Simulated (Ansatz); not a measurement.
**C₂H₂OTe (SMILES C#CO[TeH]): single points off equilibrium**

A test off equilibrium: a structure displaced at random from a GFN2-xTB minimum is computed at several levels, and each is set against CCSD(T).

Computed with Ansatz 0.2.0, Gaussian basis. Level: single points in def2-TZVPP.

Correlated methods freeze the cores. Filled d shells of the heavier atoms are correlated. Core potentials replace the inner electrons past krypton, and spin-orbit coupling is left out.

**1. The system as given**

SMILES `C#CO[TeH]`, 6 atoms, charge 0, spin multiplicity 1.

Atoms are counted from 1 here; the program's logs count them from 0.

Bond lengths: C1–C2 1.190 Å, C1–H5 1.065 Å, C2–O3 1.283 Å, O3–Te4 2.036 Å, Te4–H6 1.690 Å. Angles: C2–C1–H5 173.2°, C1–C2–O3 175.3°, C2–O3–Te4 121.7°, O3–Te4–H6 91.3°.

As a file:

```xyz
6

C     1.71840    0.14240   -0.13280
C     0.67250   -0.26610    0.26010
O    -0.47390   -0.61080    0.72060
Te   -2.14320   -0.59910   -0.44450
H     2.70700    0.44620   -0.38760
H    -2.49930    0.98750    0.01690
```

**2. CCSD(T)/def2-TZVPP**

The input, run/in.yaml:

```yaml
crystal:
  periodic: [false, false, false]
  atoms:
    - {symbol: C, position_ang: [1.718400, 0.142400, -0.132800]}
    - {symbol: C, position_ang: [0.672500, -0.266100, 0.260100]}
    - {symbol: O, position_ang: [-0.473900, -0.610800, 0.720600]}
    - {symbol: Te, position_ang: [-2.143200, -0.599100, -0.444500]}
    - {symbol: H, position_ang: [2.707000, 0.446200, -0.387600]}
    - {symbol: H, position_ang: [-2.499300, 0.987500, 0.016900]}
basis:
  gaussian: {orbitals: def2-TZVPP}
correlation: {method: ccsd_t}
output: {forces: true}
```

No record of the launch command was kept for these runs.

**3. PBE0-D4/def2-TZVPP**

Edit run/in.yaml of step 2 so:

```diff
@@ -11,3 +11,3 @@
   gaussian: {orbitals: def2-TZVPP}
-correlation: {method: ccsd_t}
-output: {forces: true}
+hamiltonian: {xc: pbe0, dispersion: d4}
+output: {forces: true, orbitals: {seedname: orbitals}}
```

**4. wB97M-V/def2-TZVPP**

Edit run/in.yaml of step 3 so:

```diff
@@ -11,3 +11,3 @@
   gaussian: {orbitals: def2-TZVPP}
-hamiltonian: {xc: pbe0, dispersion: d4}
-output: {forces: true, orbitals: {seedname: orbitals}}
+hamiltonian: {xc: {name: wB97M-V}}
+output: {forces: true}
```

**5. r2SCAN-D4/def2-TZVPP**

Edit run/in.yaml of step 4 so:

```diff
@@ -11,3 +11,3 @@
   gaussian: {orbitals: def2-TZVPP}
-hamiltonian: {xc: {name: wB97M-V}}
+hamiltonian: {xc: r2scan, dispersion: d4}
 output: {forces: true}
```

**6. PBE-D4/def2-TZVPP**

Edit run/in.yaml of step 5 so:

```diff
@@ -11,3 +11,3 @@
   gaussian: {orbitals: def2-TZVPP}
-hamiltonian: {xc: r2scan, dispersion: d4}
+hamiltonian: {xc: pbe, dispersion: d4}
 output: {forces: true}
```

**7. BHLYP-D4/def2-TZVPP**

Edit run/in.yaml of step 6 so:

```diff
@@ -11,3 +11,3 @@
   gaussian: {orbitals: def2-TZVPP}
-hamiltonian: {xc: pbe, dispersion: d4}
+hamiltonian: {xc: {name: BHLYP}, dispersion: d4}
 output: {forces: true}
```

**8. r2SCANh-D4/def2-TZVPP**

Edit run/in.yaml of step 7 so:

```diff
@@ -11,3 +11,3 @@
   gaussian: {orbitals: def2-TZVPP}
-hamiltonian: {xc: {name: BHLYP}, dispersion: d4}
+hamiltonian: {xc: {name: r2SCANh}, dispersion: d4}
 output: {forces: true}
```

(Steps that only read results are left out.)

What does the calculation give? Wanted: energy less free atoms, CCSD(T)/def2-TZVPP; RMS force component; RMS force error; HOMO and LUMO, PBE0-D4; T1 diagnostic.

As calculated:

```
                                  quantity                                                                                               value
energy less free atoms, CCSD(T)/def2-TZVPP                                                                                          -21.370 eV
                       RMS force component                                                                0.405 to 0.865 eV/Å over the methods
                           RMS force error  PBE0-D4 0.370, wB97M-V 0.377, r2SCAN-D4 0.385, PBE-D4 0.453, BHLYP-D4 0.650, r2SCANh-D4 0.386 eV/Å
                    HOMO and LUMO, PBE0-D4                                                                                  -7.02 and -2.92 eV
                             T1 diagnostic                                                                                               0.015
```

**Reading.** Against CCSD(T) the functionals' energies less atoms differ by -2.096 to +0.495 eV, PBE-D4 by -2.096 eV. CCSD(T) in triple zeta still lacks some correlation energy of the bonds, so part of these gaps is its own basis error and they don't rank the functionals. On forces the order runs from PBE0-D4 to BHLYP-D4. Frozen-core CCSD(T) forces in triple zeta carry basis errors of their own, and this is one geometry, so small gaps rank nothing.
